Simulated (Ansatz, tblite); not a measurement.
# Ge(NCO)Me3 (C4H9GeNO): a ladder of methods and basis sets

How do method and basis change the picture of Ge(NCO)Me3 (C4H9GeNO) (singlet)?

Program: Ansatz 0.2.0, Gaussian basis. Level of theory: as each input shows. These are calculated values, not measurements.

Levels to be run: GFN1-xTB, GFN2-xTB, PBE-D4/def2-TZVP, r2SCAN-D4/def2-TZVP, PBE-QIDH/def2-TZVP, revPBE-D4/def2-TZVP, BLYP-D4/def2-TZVP, PBE+10HF/def2-SVP, PBE+15HF/def2-SVP, PBE+40HF/def2-SVP, PBE-D4/def2-SVP, PBE0-D4/def2-SVP, PBE0-D4/def2-TZVPD, PBE-D4/def2-TZVPD, PBE-QIDH/def2-TZVPD, CCSD(T)/def2-SVP, MP2/def2-TZVP, RPA/def2-TZVP.

3 further runs of the same task are left out: 1 that didn't finish, 2 set aside as unsound or not needed.

**1. The relaxed structure**

The singlet was relaxed beforehand with PBE0-D4/def2-SVP.

16 atoms, charge 0, spin multiplicity 1.

Bond lengths: Ge1–N2 1.837 Å, Ge1–C5 1.943 Å, Ge1–C9 1.944 Å, Ge1–C13 1.944 Å, N2–C3 1.194 Å, C3–O4 1.174 Å, C5–H6 1.100 Å, C5–H7 1.100 Å, C5–H8 1.100 Å, C9–H10 1.100 Å, C9–H11 1.100 Å, C9–H12 1.100 Å, C13–H14 1.100 Å, C13–H15 1.100 Å, C13–H16 1.100 Å. Angles: N2–Ge1–C5 106.1°, N2–Ge1–C9 106.3°, N2–Ge1–C13 106.3°, C5–Ge1–C9 112.5°, C5–Ge1–C13 112.5°, C9–Ge1–C13 112.5°, Ge1–N2–C3 177.4°, N2–C3–O4 179.6°, Ge1–C5–H6 110.4°, Ge1–C5–H7 110.3°, Ge1–C5–H8 110.3°, H6–C5–H7 108.6°, H6–C5–H8 108.6°, H7–C5–H8 108.5°, Ge1–C9–H10 110.4°, Ge1–C9–H11 110.3°, Ge1–C9–H12 110.4°, H10–C9–H11 108.6° and more.

PBE0-D4/def2-TZVP was run before; its log isn't repeated, and its numbers join the tables.

**2. GFN1-xTB**

Tight binding, by tblite at 300 K electronic temperature and without a spin-polarisation term:

```python
tblite.interface.Calculator('GFN1-xTB', numbers, positions, charge=0, uhf=0).singlepoint()
```

Energy -622.3533 eV, HOMO -11.97 eV, LUMO -5.23 eV; 0.029 s.

**3. GFN2-xTB**

Tight binding, by tblite at 300 K electronic temperature and without a spin-polarisation term:

```python
tblite.interface.Calculator('GFN2-xTB', numbers, positions, charge=0, uhf=0).singlepoint()
```

Energy -601.0227 eV, HOMO -11.13 eV, LUMO -4.70 eV; 0.02 s.

**4. PBE-D4/def2-TZVP**

start.molden holds the orbitals of an earlier run on this state, given as this run's starting guess.

Contents of in.yaml:

```yaml
crystal:
  periodic: [false, false, false]
  atoms:
    - {symbol: Ge, position_ang: [0.007775, 0.001268, -0.099334]}
    - {symbol: N, position_ang: [0.021643, 0.003369, 1.737480]}
    - {symbol: C, position_ang: [-0.022220, -0.003895, 2.930175]}
    - {symbol: O, position_ang: [-0.057099, -0.009590, 4.103652]}
    - {symbol: C, position_ang: [1.870479, 0.006005, -0.653224]}
    - {symbol: H, position_ang: [1.944763, 0.000448, -1.751098]}
    - {symbol: H, position_ang: [2.387289, -0.882361, -0.262427]}
    - {symbol: H, position_ang: [2.380316, 0.902475, -0.271904]}
    - {symbol: C, position_ang: [-0.932834, 1.614413, -0.638707]}
    - {symbol: H, position_ang: [-0.973060, 1.686456, -1.736035]}
    - {symbol: H, position_ang: [-0.419327, 2.504623, -0.247730]}
    - {symbol: H, position_ang: [-1.961448, 1.605687, -0.250236]}
    - {symbol: C, position_ang: [-0.923910, -1.618022, -0.636049]}
    - {symbol: H, position_ang: [-1.949001, -1.618956, -0.238261]}
    - {symbol: H, position_ang: [-0.399779, -2.505514, -0.253082]}
    - {symbol: H, position_ang: [-0.973577, -1.686385, -1.733230]}
basis:
  gaussian: {orbitals: def2-TZVP, initial_orbitals: start.molden}
hamiltonian: {xc: pbe, dispersion: d4}
scf: {omitted_lower_state_checks: [starts]}
output: {forces: true, orbitals: {seedname: orbitals}}
```

Command:

```console
ansatz run in.yaml --threads 4 --pin off --events-out ev --progress --plain --max-ram 4787MiB
```

After this run come: r2SCAN-D4/def2-TZVP; PBE-QIDH/def2-TZVP; revPBE-D4/def2-TZVP; BLYP-D4/def2-TZVP; PBE+10HF/def2-SVP; PBE+15HF/def2-SVP; PBE+40HF/def2-SVP; PBE-D4/def2-SVP; PBE0-D4/def2-SVP; PBE0-D4/def2-TZVPD; PBE-D4/def2-TZVPD; PBE-QIDH/def2-TZVPD; CCSD(T)/def2-SVP; MP2/def2-TZVP; RPA/def2-TZVP.

**Question.** What will the summary of the whole plan be? Wanted: gap in def2-TZVP, named functionals, smallest and largest; gap over the share of exact exchange; correlation energy, CCSD(T)/def2-SVP; correlation energy, MP2/def2-TZVP; binding an atom, CCSD(T)/def2-SVP; PBE0 total energy, smallest basis above largest.

**Answer**, as computed:

| quantity | value |
| --- | --- |
| gap in def2-TZVP, named functionals, smallest and largest | 6.19 eV (BLYP-D4), 8.45 eV (PBE0-D4) |
| gap over the share of exact exchange | 6.73 eV at 0, 10.30 eV at 0.4 |
| correlation energy, CCSD(T)/def2-SVP | -32.80 eV |
| correlation energy, MP2/def2-TZVP | -36.30 eV |
| binding an atom, CCSD(T)/def2-SVP | 3.963 eV |
| PBE0 total energy, smallest basis above largest | 15.95 eV (def2-SVP, def2-TZVPD) |

Orbital gaps of the named functionals in def2-TZVP span 6.19 eV (BLYP-D4) to 8.45 eV (PBE0-D4); exact exchange widens it. Raising the share of exact exchange from 0 to 0.4 moves the HOMO by -2.29 eV and the LUMO by +1.27 eV. The functionals in def2-TZVP miss CCSD(T)/def2-SVP by +0.205 (revPBE-D4) to +0.312 eV (PBE-D4) an atom. The yardstick is in a double-zeta basis, so levels in larger sets aren't compared like for like. CCSD(T)/def2-SVP isn't at the basis-set limit; small misses against it rank nothing.
